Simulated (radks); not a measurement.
# Re²⁹⁺ in [Kr] 4d8 4f2: an all-electron calculation

What are the levels of the rhenium ion Re29+, how large are its shells, and how does its energy divide?

Method: Dirac Kohn-Sham, BLYP, spin-unpolarised, spherical densities, point nucleus; open shells are shared between the two j in proportion to 2j + 1. Code: radks (a radial shooting solver on a logarithmic mesh, Libxc functionals) version 1.

**1. The atom as given**

```
element       : rhenium (Z = 75)
charge        : +29
electrons     : 46
configuration : [Kr] 4d8 4f2
```

Outer shells as boxes (Hund's rule):

Re²⁹⁺
```
[Kr] core
4d [↑↓][↑↓][↑↓][↑ ][↑ ]
4f [↑ ][↑ ][  ][  ][  ][  ][  ]
```

**2. The calculation**

Settings of this run:

```text
Z 75
configuration [Kr] 4d8 4f2
relativity Dirac
functional b88,lyp
spin unpolarised
j_filling average
nucleus point
c 137.035999084
```

Launch:

```sh
$ python run_ks.py task.json out
```

The same process makes all the runs of this session.

**Question.** What will this run give?

As calculated:

```
                        quantity                    value
                    total energy      -16301.0146 hartree
exchange-correlation share of it                   1.80 %
                            −T/E                   1.1347
          highest occupied level        4f7/2, -959.68 eV
    most extended occupied level  4d5/2, <r> = 0.442 bohr
 radius at density 0.001 e/bohr³                1.23 bohr
    maxima of the radial density                        4
```

**Reading.** 4 principal shells are occupied and 4 maxima appear in the radial density. Relativity lifts −T/E to 1.135. This is not the tabulated ground configuration, so its levels and sizes aren't those of the ground state, and no measured value stands beside it.
